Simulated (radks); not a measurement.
# Taking charge from the 5p level of Xe in fractions

One table from this session's results is given with a row withheld; the runs are named, their logs left out.

Program: radks (a radial shooting solver on a logarithmic mesh, Libxc functionals) version 1. Level of theory: scalar-relativistic Kohn-Sham, SCAN, spin-unpolarised, spherical densities, finite nucleus. These are calculated values, not measurements, unless marked.

## The system

```
element            : xenon (Z = 54)
charge             : 0
electrons          : 54
configuration      : [Xe]
nuclear rms radius : 4.7859 fm
```

The outer shells:

Xe
```
[Kr] core
4d [↑↓][↑↓][↑↓][↑↓][↑↓]
5s [↑↓]
5p [↑↓][↑↓][↑↓]
```

The first run:

Input:

```text
Z 54
configuration [Xe]
relativity scalar-relativistic
functional scan,scan
spin unpolarised
nucleus finite rms 4.7859 fm
c 137.035999084
```

Among the steps run: Start: [Xe].

One table of the session follows, with a row left open; its other results are not shown here.

It belongs to the step «Start: [Xe]». Sizes of the orbitals, from the radial functions (bohr):

```
level     <r>  outermost maximum (interpolated)  90 % within  nodes
   3s  0.3057                             0.278        0.449      2
   3p       ?                                 ?            ?      ?
   3d  0.2809                             0.226        0.440      0
   4s  0.7173                             0.662         1.03      3
   4p  0.7652                             0.694         1.12      2
   4d  0.8777                             0.748         1.33      1
   5s   1.875                              1.63         2.74      4
   5p   2.301                              1.91         3.45      3
```

Estimate the missing values for 3p.

The run gave: <r>: 0.3040; outermost maximum (interpolated): 0.273; 90 % within: 0.456; nodes: 1. In the column «<r>» it lies between 3d (0.2809) and 3s (0.3057).
